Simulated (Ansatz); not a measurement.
# TiO: further runs on the relaxed cell

The task, for TiO: see whether it has a gap, which orbitals make up the states near it and how charge is shared and measure the bulk modulus from energies at several volumes.

Computed with Ansatz 0.2.0 (DFT PBEsol, scalar-relativistic, plane waves, PAW, unless a step's input says otherwise).

1 further run of the same task is left out (set aside as unsound or not needed).

## (1) The structure to begin with

Symmetry: Pm-3m, No. 221, cubic system. The conventional cell has a = 4.034 Å, b = 4.034 Å, c = 4.034 Å, α = 90.00°, β = 90.00°, γ = 90.00°. Around Ti (site symmetry 4/mmm) lie 4 O at 2.02 Å. Around O (site symmetry 4/mmm) lie 4 Ti at 2.02 Å.

Coordinates:

```
CELL_PARAMETERS angstrom
4.03351 0.00000 0.00000
0.00000 4.03351 0.00000
0.00000 0.00000 4.03351
ATOMIC_POSITIONS crystal
Ti 0.50000 0.50000 0.00000
Ti 0.00000 0.50000 0.50000
Ti 0.50000 0.00000 0.50000
O 0.00000 0.50000 0.00000
O 0.50000 0.00000 0.00000
O 0.00000 0.00000 0.50000
```

It goes back to an entry of the Materials Project, which need not be the stable form.

It is the result of an earlier relaxation at this level (volume 10.94 Å³/atom; gap on the mesh: none (metal)).

## (2) Static run: bands, density of states and charges

input.yaml

```yaml
crystal:
  lattice:
    - [4.0335084316, 0.0, 0.0]
    - [0.0, 4.0335084316, 0.0]
    - [0.0, 0.0, 4.0335084316]
  atoms:
    - { symbol: Ti, position: [0.5, 0.5, 0.0] }
    - { symbol: Ti, position: [0.0, 0.5, 0.5] }
    - { symbol: Ti, position: [0.5, 0.0, 0.5] }
    - { symbol: O, position: [0.0, 0.5, 0.0] }
    - { symbol: O, position: [0.5, 0.0, 0.0] }
    - { symbol: O, position: [0.0, 0.0, 0.5] }
basis:
  ecutwfc: 420
kpoints:
  mp_grid: { grid: [10, 10, 10] }
  band_path:
    path:
      - [[0.0, 0.0, 0.0], [0.0, 0.5, 0.0], [0.5, 0.5, 0.0], [0.0, 0.0, 0.0], [0.5, 0.5, 0.5], [0.0, 0.5, 0.0]]
      - [[0.5, 0.5, 0.5], [0.5, 0.5, 0.0]]
    npoints: 14
hamiltonian:
  xc: pbesol
scf:
  occupations: { method: gaussian, width: 0.1 }
  n_extra_bands: 15
output:
  forces: true
  stress: true
  eigenvalues: true
  populations: true
  dos: { projected: true, de: 0.02, nscf_kmesh: { grid: [15, 15, 15] } }
  bader: true
  write_density: true
  write_potential: true
  elf: true
  volumetric_format: npy
checkpoint:
  read: start.run
  write: ck
  compress: false
  write_wavefunctions: false
  write_every: 100000
```

Launch:

```
> ansatz run input.yaml --threads 1 --pin off --max-ram 2560MiB --backend cpu --events-out ev --progress --plain --runs-dir out
```

The program printed (excerpt; [...] marks lines left out):

```text
Warning: checkpoint.read: spin treatment differs: saved collinear, current unpolarized; the saved charge density seeds this run and the saved magnetisation is not carried: this deck is unpolarised; the saved density holds an absolute magnetisation of 1.1e-5 μB; saved orbitals and DFT+U [...]
Warning: RAYON_NUM_THREADS=1 ignored (pool sized by the plan → 1); use --threads N
scf.n_extra_bands = 15 over 27 filled bands (N_el = 54.0): the run solves 42 bands
[...]
Pseudopotentials: kind: paw
Pseudopotential: Ti, paw, valence charge 12, recommended cutoff 420 eV (normal), Ti.paw.azcp
Pseudopotential: O, paw, valence charge 6, recommended cutoff 420 eV (normal), O.paw.azcp
Functional definition: PBEsol
[...]
Crystal: 6 atoms, lattice volume = 65.622 Å³
Basis set: ecut = 420 eV, 1309 PW (Γ), exchange–correlation on 54×54×54 points (8 copies of the dense FFT grid, shifted against one another)
Bands: 42, of which v1, the nominal top of the filled ones, is band 27 counted from 1 (26 counted from 0)
Symmetry: 48 space group operations
Space group: Pm-3m (ITA 221), of the structure as read, at distance tolerance 4.0e-5 Å
k-points: 56 of 1000
[...]
SCF iter   1: F=—  HF=-9111.963135 eV  |F-HF|=—  |Δ(HF+E_count)|=         —  Δρ=2.51e-5  dr2=2.45e-7  ethr=9.43e-9  ⟨swp⟩=3.7  Hψ=15092  notcnv=0
[...]
SCF iter   3: F=-9111.961947 eV  HF=-9111.961947 eV  |F-HF|=1.98e-8  |Δ(HF+E_count)|=   6.68e-8  Δρ=1.35e-5  dr2=5.78e-8  ethr=1.85e-10  ⟨swp⟩=8.0  Hψ=12996  notcnv=0
[...]
NSCF: frozen V_eff on 86 k-points
NSCF: frozen V_eff on 120 k-points
SCF converged after 3 iterations
Free energy (F): -9111.961947 eV
[...]
E sigma→0 (E₀):  -9111.949238 eV
Entropy (-TS):   -0.025418 eV (-4.236 meV/atom)
Fermi energy:    13.413441 eV
[...]
--- Forces (eV/Å), atoms counted from 1 ---
  atom   1  Ti     0.00000000    -0.00000000    -0.00000000
  atom   2  Ti     0.00000000    -0.00000000     0.00000000
  atom   3  Ti     0.00000000     0.00000000     0.00000000
  atom   4  O      0.00000000    -0.00000000     0.00000000
  atom   5  O      0.00000000     0.00000000     0.00000000
  atom   6  O      0.00000000     0.00000000     0.00000000
[...]
--- Stress (GPa, compression-positive) ---
       -0.003448       0.000000       0.000000
        0.000000      -0.003448       0.000000
        0.000000       0.000000      -0.003448
  P = ⅓ Tr σ = -0.0034 GPa (-0.034 kbar)
--- Band table (eV; the first three rows and the last of 56) ---
[...]
--- Löwdin populations: 6 sites ---
  site symbol       q [e]
     0     Ti     11.2640
     1     Ti     11.2640
     2     Ti     11.2640
     3      O      6.6394
     4      O      6.6394
     5      O      6.6394
  spilling = 0.005368 (of n_electrons = 54.000000)
--- Bader charges: 6 sites ---
  site symbol  charge [e]  shift [e]
     0     Ti      1.2755     0.0013
     1     Ti      1.2755     0.0013
     2     Ti      1.2755     0.0013
     3      O     -1.2755     0.0013
     4      O     -1.2755     0.0013
     5      O     -1.2755     0.0013
  estimated error of the sums over rays = 4.3e-4 e
```

Run time: 37 s. Hardware: 1 thread of Intel Xeon 6975P-C (Granite Rapids), shared host; peak memory 0.48 GiB.

start.run is the saved state of the run that this one goes on from.

By site:

| atom | Löwdin electrons | Bader charge (e) | Bader volume (Å³) |
| --- | --- | --- | --- |
| Ti1 | 11.26 | +1.28 | 10.6 |
| Ti2 | 11.26 | +1.28 | 10.6 |
| Ti3 | 11.26 | +1.28 | 10.6 |
| O4 | 6.64 | -1.28 | 11.3 |
| O5 | 6.64 | -1.28 | 11.3 |
| O6 | 6.64 | -1.28 | 11.3 |

The Löwdin counts miss 0.29 of the 54 electrons, which the atomic orbitals do not span, so they are no charges.

bands.tsv at the labelled points (eV, zero at the Fermi level; the bands nearest the Fermi level):

| point | band 24 | band 25 | band 26 | band 27 | band 28 | band 29 | band 30 | band 31 |
| --- | --- | --- | --- | --- | --- | --- | --- | --- |
| Γ | -3.05 | -3.05 | -1.60 | -1.60 | -1.60 | 1.37 | 1.37 | 1.37 |
| X | -3.73 | -2.68 | -1.18 | 0.41 | 0.41 | 0.75 | 1.37 | 1.62 |
| M | -2.58 | -1.35 | -0.79 | -0.01 | -0.01 | 1.97 | 2.02 | 2.07 |
| Γ | -3.05 | -3.05 | -1.60 | -1.60 | -1.60 | 1.37 | 1.37 | 1.37 |
| R | -3.02 | -0.68 | -0.68 | -0.68 | 0.59 | 2.76 | 2.76 | 2.76 |
| X | -3.73 | -2.68 | -1.18 | 0.41 | 0.41 | 0.75 | 1.37 | 1.62 |
| R | -3.02 | -0.68 | -0.68 | -0.68 | 0.59 | 2.76 | 2.76 | 2.76 |
| M | -2.58 | -1.35 | -0.79 | -0.01 | -0.01 | 1.97 | 2.02 | 2.07 |

Counts of states by energy window (eV from the Fermi level), total and by projection:

```
from  to  total  Ti 3d  O 2p
  -7  -6   5.71   1.16  4.05
  -6  -5   5.45   0.91  4.27
  -5  -4   2.78   0.32  2.32
  -4  -3   3.17   0.43  2.64
  -3  -2   1.57   0.68  0.61
  -2  -1   1.54   1.30  0.04
  -1   0   3.26   2.88  0.15
   0   1   2.45   2.16  0.11
   1   2   4.50   4.08  0.32
   2   3   6.95   6.14  0.67
   3   4   5.23   4.60  0.35
   4   5   3.08   2.22  0.49
   5   6   2.24   1.33  0.48
```

Below -7 eV lie 31 or so more states.

Density in a lattice plane of the grid's cell (edges 4.03 and 4.03 Å, at 0.000 of the third edge), which holds Ti and O.

Values in e/Å³, 12 rows by 12 columns:
```
0.03 0.03 0.07 0.23 0.90 3.36 5.04 3.36 0.90 0.23 0.07 0.03
0.07 0.07 0.07 0.15 0.42 1.09 1.56 1.09 0.42 0.15 0.07 0.07
0.28 0.23 0.15 0.13 0.23 0.47 0.63 0.47 0.23 0.13 0.15 0.23
1.30 0.90 0.42 0.23 0.37 1.40 2.25 1.40 0.37 0.23 0.42 0.90
5.34 3.36 1.09 0.47 1.40 5.66 7.90 5.66 1.40 0.47 1.09 3.36
7.48 5.04 1.56 0.63 2.25 7.90 9.96 7.90 2.25 0.63 1.56 5.04
5.34 3.36 1.09 0.47 1.40 5.66 7.90 5.66 1.40 0.47 1.09 3.36
1.30 0.90 0.42 0.23 0.37 1.40 2.25 1.40 0.37 0.23 0.42 0.90
0.28 0.23 0.15 0.13 0.23 0.47 0.63 0.47 0.23 0.13 0.15 0.23
0.07 0.07 0.07 0.15 0.42 1.09 1.56 1.09 0.42 0.15 0.07 0.07
0.03 0.03 0.07 0.23 0.90 3.36 5.04 3.36 0.90 0.23 0.07 0.03
0.02 0.03 0.07 0.28 1.30 5.34 7.48 5.34 1.30 0.28 0.07 0.03
```
Columns run along the first of these edges and rows up along the second, over one cell in 12 and 12 even steps from the bottom left corner. Atoms in the plane (fractional): Ti at (0.50, 0.50), O at (0.50, 0.00), O at (0.00, 0.50).

ELF in the same plane.

Values, 12 rows by 12 columns:
```
0.01 0.01 0.07 0.45 0.79 0.77 0.65 0.77 0.79 0.45 0.07 0.01
0.13 0.07 0.04 0.18 0.55 0.72 0.74 0.72 0.55 0.18 0.04 0.07
0.57 0.45 0.18 0.06 0.11 0.18 0.21 0.18 0.11 0.06 0.18 0.45
0.82 0.79 0.55 0.11 0.10 0.41 0.52 0.41 0.10 0.11 0.55 0.79
0.63 0.77 0.72 0.18 0.41 0.57 0.38 0.57 0.41 0.18 0.72 0.77
0.27 0.65 0.74 0.21 0.52 0.38 0.02 0.38 0.52 0.21 0.74 0.65
0.63 0.77 0.72 0.18 0.41 0.57 0.38 0.57 0.41 0.18 0.72 0.77
0.82 0.79 0.55 0.11 0.10 0.41 0.52 0.41 0.10 0.11 0.55 0.79
0.57 0.45 0.18 0.06 0.11 0.18 0.21 0.18 0.11 0.06 0.18 0.45
0.13 0.07 0.04 0.18 0.55 0.72 0.74 0.72 0.55 0.18 0.04 0.07
0.01 0.01 0.07 0.45 0.79 0.77 0.65 0.77 0.79 0.45 0.07 0.01
0.01 0.01 0.13 0.57 0.82 0.63 0.27 0.63 0.82 0.57 0.13 0.01
```
Columns run along the first of these edges and rows up along the second, over one cell in 12 and 12 even steps from the bottom left corner. Atoms in the plane (fractional): Ti at (0.50, 0.50), O at (0.50, 0.00), O at (0.00, 0.50).

Both are smooth fields of the valence electrons: close to the nuclei they are not physical.

Maxima of ELF outside the ion cores: 0.83 in the shell around O, 0.6 Å from O; 0.63 between the atoms, 1.9 Å from Ti.

## (3) The cell scaled to 0.97 of its volume

input.yaml

```yaml
crystal:
  lattice:
    - [3.9927631364, 0.0, 0.0]
    - [0.0, 3.9927631364, 0.0]
    - [0.0, 0.0, 3.9927631364]
  atoms:
    - { symbol: Ti, position: [0.5, 0.5, 0.0] }
    - { symbol: Ti, position: [0.0, 0.5, 0.5] }
    - { symbol: Ti, position: [0.5, 0.0, 0.5] }
    - { symbol: O, position: [0.0, 0.5, 0.0] }
    - { symbol: O, position: [0.5, 0.0, 0.0] }
    - { symbol: O, position: [0.0, 0.0, 0.5] }
basis:
  ecutwfc: 420
kpoints:
  mp_grid: { grid: [10, 10, 10] }
hamiltonian:
  xc: pbesol
scf:
  occupations: { method: gaussian, width: 0.1 }
output:
  forces: true
  stress: true
  eigenvalues: true
```

Launch:

```
> ansatz run input.yaml --threads 1 --pin off --max-ram 2560MiB --backend cpu --events-out ev --progress --plain --runs-dir out
```

The program printed (excerpt; [...] marks lines left out):

```text
Warning: RAYON_NUM_THREADS=1 ignored (pool sized by the plan → 1); use --threads N
[...]
[... 4 set-up lines as earlier in the session ...]
[...]
Crystal: 6 atoms, lattice volume = 63.653 Å³
Basis set: ecut = 420 eV, 1237 PW (Γ), exchange–correlation on 54×54×54 points (8 copies of the dense FFT grid, shifted against one another)
Bands: 33, of which v1, the nominal top of the filled ones, is band 27 counted from 1 (26 counted from 0)
[... 2 set-up lines as earlier in the session ...]
k-points: 56 of 1000
[...]
SCF iter   1: F=—  HF=-9111.947579 eV  |F-HF|=—  |Δ(HF+E_count)|=         —  Δρ=1.35e-2  dr2=8.12e-2  ethr=1.77e-3  ⟨swp⟩=4.4  Hψ=7321  notcnv=0
[...]
SCF iter   6: F=-9111.918229 eV  HF=-9111.918229 eV  |F-HF|=3.35e-9  |Δ(HF+E_count)|=   1.43e-6  Δρ=1.50e-5  dr2=6.09e-8  ethr=1.85e-10  ⟨swp⟩=8.1  Hψ=9434  notcnv=0
[...]
SCF converged after 6 iterations
Free energy (F): -9111.918229 eV
[...]
E sigma→0 (E₀):  -9111.905802 eV
Entropy (-TS):   -0.024854 eV (-4.142 meV/atom)
Fermi energy:    13.948059 eV
[...]
--- Forces (eV/Å), atoms counted from 1 ---
  atom   1  Ti     0.00000000     0.00000000     0.00000000
  atom   2  Ti     0.00000000    -0.00000000    -0.00000000
  atom   3  Ti     0.00000000     0.00000000     0.00000000
  atom   4  O      0.00000000    -0.00000000     0.00000000
  atom   5  O      0.00000000     0.00000000     0.00000000
  atom   6  O      0.00000000     0.00000000    -0.00000000
[...]
--- Stress (GPa, compression-positive) ---
        7.311041       0.000000       0.000000
        0.000000       7.311041       0.000000
       -0.000000       0.000000       7.311041
  P = ⅓ Tr σ = 7.3110 GPa (73.110 kbar)
--- Band table (eV; the first three rows and the last of 56) ---
[...]
```

Wall time 3.1 s (1 thread of Intel Xeon 6975P-C (Granite Rapids), shared host); peak memory 0.4 GiB.

## (4) Point at V/V0 = 1.03

Edit input.yaml of step 3 so:

```diff
@@ -2,5 +2,5 @@
   lattice:
-    - [3.9927631364, 0.0, 0.0]
-    - [0.0, 3.9927631364, 0.0]
-    - [0.0, 0.0, 3.9927631364]
+    - [4.073446756, 0.0, 0.0]
+    - [0.0, 4.073446756, 0.0]
+    - [0.0, 0.0, 4.073446756]
   atoms:
```

Launch:

```
> ansatz run input.yaml --threads 1 --pin off --max-ram 2560MiB --backend cpu --events-out ev --progress --plain --runs-dir out
```

The program printed (excerpt; [...] marks lines left out):

```text
Warning: RAYON_NUM_THREADS=1 ignored (pool sized by the plan → 1); use --threads N
[...]
[... 4 set-up lines as earlier in the session ...]
[...]
Crystal: 6 atoms, lattice volume = 67.591 Å³
Basis set: ecut = 420 eV, 1357 PW (Γ), exchange–correlation on 60×60×60 points (8 copies of the dense FFT grid, shifted against one another)
Bands: 33, of which v1, the nominal top of the filled ones, is band 27 counted from 1 (26 counted from 0)
[... 1 set-up line as earlier in the session ...]
Space group: Pm-3m (ITA 221), of the structure as read, at distance tolerance 4.1e-5 Å
k-points: 56 of 1000
[...]
SCF iter   1: F=—  HF=-9111.947536 eV  |F-HF|=—  |Δ(HF+E_count)|=         —  Δρ=1.22e-2  dr2=6.77e-2  ethr=1.77e-3  ⟨swp⟩=4.5  Hψ=7287  notcnv=0
[...]
SCF iter   6: F=-9111.922347 eV  HF=-9111.922347 eV  |F-HF|=4.41e-8  |Δ(HF+E_count)|=   3.59e-6  Δρ=1.82e-5  dr2=9.60e-8  ethr=1.85e-10  ⟨swp⟩=8.4  Hψ=9538  notcnv=0
[...]
SCF converged after 6 iterations
Free energy (F): -9111.922347 eV
[...]
E sigma→0 (E₀):  -9111.909322 eV
Entropy (-TS):   -0.026049 eV (-4.342 meV/atom)
Fermi energy:    12.908444 eV
[...]
--- Forces (eV/Å), atoms counted from 1 ---
  atom   1  Ti     0.00000000     0.00000000    -0.00000000
  atom   2  Ti     0.00000000     0.00000000     0.00000000
  atom   3  Ti     0.00000000    -0.00000000     0.00000000
  atom   4  O      0.00000000    -0.00000000     0.00000000
  atom   5  O      0.00000000    -0.00000000    -0.00000000
  atom   6  O      0.00000000    -0.00000000     0.00000000
[...]
--- Stress (GPa, compression-positive) ---
       -6.256815       0.000000       0.000000
        0.000000      -6.256815       0.000000
        0.000000       0.000000      -6.256815
  P = ⅓ Tr σ = -6.2568 GPa (-62.568 kbar)
--- Band table (eV; the first three rows and the last of 56) ---
[...]
```

It took 3.3 s on 1 thread of Intel Xeon 6975P-C (Granite Rapids), shared host; peak memory 0.41 GiB.

## (5) Point at V/V0 = 0.94

Edit input.yaml of step 4 so:

```diff
@@ -2,5 +2,5 @@
   lattice:
-    - [4.073446756, 0.0, 0.0]
-    - [0.0, 4.073446756, 0.0]
-    - [0.0, 0.0, 4.073446756]
+    - [3.951168829, 0.0, 0.0]
+    - [0.0, 3.951168829, 0.0]
+    - [0.0, 0.0, 3.951168829]
   atoms:
```

Launch:

```
> ansatz run input.yaml --threads 1 --pin off --max-ram 2560MiB --backend cpu --events-out ev --progress --plain --runs-dir out
```

The program printed (excerpt; [...] marks lines left out):

```text
Warning: RAYON_NUM_THREADS=1 ignored (pool sized by the plan → 1); use --threads N
[...]
[... 4 set-up lines as earlier in the session ...]
[...]
Crystal: 6 atoms, lattice volume = 61.685 Å³
Basis set: ecut = 420 eV, 1213 PW (Γ), exchange–correlation on 54×54×54 points (8 copies of the dense FFT grid, shifted against one another)
Bands: 33, of which v1, the nominal top of the filled ones, is band 27 counted from 1 (26 counted from 0)
[... 2 set-up lines as earlier in the session ...]
k-points: 56 of 1000
[...]
SCF iter   1: F=—  HF=-9111.808233 eV  |F-HF|=—  |Δ(HF+E_count)|=         —  Δρ=1.43e-2  dr2=9.00e-2  ethr=1.77e-3  ⟨swp⟩=4.5  Hψ=7350  notcnv=0
[...]
SCF iter   6: F=-9111.777087 eV  HF=-9111.777087 eV  |F-HF|=4.28e-8  |Δ(HF+E_count)|=   1.08e-6  Δρ=1.67e-5  dr2=9.16e-8  ethr=1.85e-10  ⟨swp⟩=8.0  Hψ=9179  notcnv=0
[...]
SCF converged after 6 iterations
Free energy (F): -9111.777087 eV
[...]
E sigma→0 (E₀):  -9111.765029 eV
Entropy (-TS):   -0.024115 eV (-4.019 meV/atom)
Fermi energy:    14.514544 eV
[...]
--- Forces (eV/Å), atoms counted from 1 ---
  atom   1  Ti     0.00000000     0.00000000    -0.00000000
  atom   2  Ti    -0.00000000    -0.00000000     0.00000000
  atom   3  Ti     0.00000000    -0.00000000    -0.00000000
  atom   4  O      0.00000000    -0.00000000    -0.00000000
  atom   5  O      0.00000000     0.00000000    -0.00000000
  atom   6  O     -0.00000000    -0.00000000     0.00000000
[...]
--- Stress (GPa, compression-positive) ---
       15.865403       0.000000       0.000000
        0.000000      15.865403       0.000000
        0.000000       0.000000      15.865403
  P = ⅓ Tr σ = 15.8654 GPa (158.654 kbar)
--- Band table (eV; the first three rows and the last of 56) ---
[...]
```

It took 3 s on 1 thread of Intel Xeon 6975P-C (Granite Rapids), shared host; peak memory 0.4 GiB.

## (6) The cell scaled to 1.06 of its volume

Edit input.yaml of step 5 so:

```diff
@@ -2,5 +2,5 @@
   lattice:
-    - [3.951168829, 0.0, 0.0]
-    - [0.0, 3.951168829, 0.0]
-    - [0.0, 0.0, 3.951168829]
+    - [4.1126169162, 0.0, 0.0]
+    - [0.0, 4.1126169162, 0.0]
+    - [0.0, 0.0, 4.1126169162]
   atoms:
```

Launch:

```
> ansatz run input.yaml --threads 1 --pin off --max-ram 2560MiB --backend cpu --events-out ev --progress --plain --runs-dir out
```

The program printed (excerpt; [...] marks lines left out):

```text
Warning: RAYON_NUM_THREADS=1 ignored (pool sized by the plan → 1); use --threads N
[...]
[... 4 set-up lines as earlier in the session ...]
[...]
Crystal: 6 atoms, lattice volume = 69.559 Å³
Basis set: ecut = 420 eV, 1357 PW (Γ), exchange–correlation on 60×60×60 points (8 copies of the dense FFT grid, shifted against one another)
Bands: 33, of which v1, the nominal top of the filled ones, is band 27 counted from 1 (26 counted from 0)
[... 2 set-up lines as earlier in the session ...]
k-points: 56 of 1000
[...]
SCF iter   1: F=—  HF=-9111.836234 eV  |F-HF|=—  |Δ(HF+E_count)|=         —  Δρ=1.17e-2  dr2=6.34e-2  ethr=1.77e-3  ⟨swp⟩=4.5  Hψ=7200  notcnv=0
[...]
SCF iter   7: F=-9111.811831 eV  HF=-9111.811831 eV  |F-HF|=2.38e-9  |Δ(HF+E_count)|=   6.29e-8  Δρ=3.42e-6  dr2=5.82e-9  ethr=1.85e-10  ⟨swp⟩=8.2  Hψ=6819  notcnv=0
[...]
SCF converged after 7 iterations
Free energy (F): -9111.811831 eV
[...]
E sigma→0 (E₀):  -9111.798389 eV
Entropy (-TS):   -0.026884 eV (-4.481 meV/atom)
Fermi energy:    12.430422 eV
[...]
--- Forces (eV/Å), atoms counted from 1 ---
  atom   1  Ti     0.00000000     0.00000000     0.00000000
  atom   2  Ti     0.00000000     0.00000000     0.00000000
  atom   3  Ti     0.00000000     0.00000000     0.00000000
  atom   4  O      0.00000000    -0.00000000     0.00000000
  atom   5  O      0.00000000    -0.00000000     0.00000000
  atom   6  O      0.00000000     0.00000000    -0.00000000
[...]
--- Stress (GPa, compression-positive) ---
      -11.595541       0.000000       0.000000
        0.000000     -11.595541       0.000000
        0.000000       0.000000     -11.595541
  P = ⅓ Tr σ = -11.5955 GPa (-115.955 kbar)
--- Band table (eV; the first three rows and the last of 56) ---
[...]
```

Run time: 3.4 s. Hardware: 1 thread of Intel Xeon 6975P-C (Granite Rapids), shared host; peak memory 0.41 GiB.

## (7) Fit of the equation of state

| volume (Å³/atom) | energy above the lowest point (meV/atom) | pressure (GPa) | gap on the mesh (eV) |
| --- | --- | --- | --- |
| 10.281 | 30.7 | 15.87 | 0.00 |
| 10.609 | 7.2 | 7.31 | 0.00 |
| 10.937 | 0.0 | 0.00 | 0.00 |
| 11.265 | 6.7 | -6.26 | 0.00 |
| 11.593 | 25.1 | -11.60 | 0.00 |

## (8) Results

```
                     quantity                 value
                          gap          none (metal)
    states at the Fermi level  6.31 per eV per cell
                Bader charges   Ti +1.28, O -1.28 e
equilibrium volume of the fit         10.94 Å³/atom
                 bulk modulus               225 GPa
      its pressure derivative                   4.2
```

In words: There is no gap at this level. Of the projected weight within 0.25 eV of the Fermi level, the largest part is Ti 3d (90 %). Charge transfer between the atoms is strong (Bader charges up to 1.3 e). The fit puts the minimum at 10.94 Å³/atom with B = 225 GPa and B' = 4.2. Spin polarisation is off in the runs that give these values; a magnetic solution could lie lower.
